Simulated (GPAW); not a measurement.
The system is GeW.

```
Ge W
1.0
     0.00000    2.57761    2.57761
     2.57761    0.00000    2.57761
     2.57761    2.57761    0.00000
Ge W
1 1
Cartesian
  2.5776 2.5776 2.5776
  0.0000 0.0000 0.0000
```

The cell was built by a generator and needn't be a form met in nature.

Base run:

| Quantity | Value |
| --- | --- |
| Program | GPAW 26.7.0 |
| Functional | PBE |
| Potentials or basis | GPAW PAW data sets (gpaw-data 1.2.1) |
| Cutoff | 600 eV |
| Basis | pw |
| k mesh | 9 × 9 × 9 |
| Occupations | fermi-dirac, width 0.05 eV |
| Spin | no spin polarisation |
| Hubbard terms | W d U = 2 eV |

Its results: band gap on the k mesh none (metal or under the smearing width); pressure 1.0 GPa.

Q: The run is repeated on the same cell with these changes: hubbard terms from W d U = 2 eV to W d U = 4 eV. What comes out?

A: Band gap on the k mesh none (metal or under the smearing width); pressure 1.7 GPa.

Caveats: U without spin polarisation on a metal has little footing; the U is typed as a test and isn't derived for this compound.
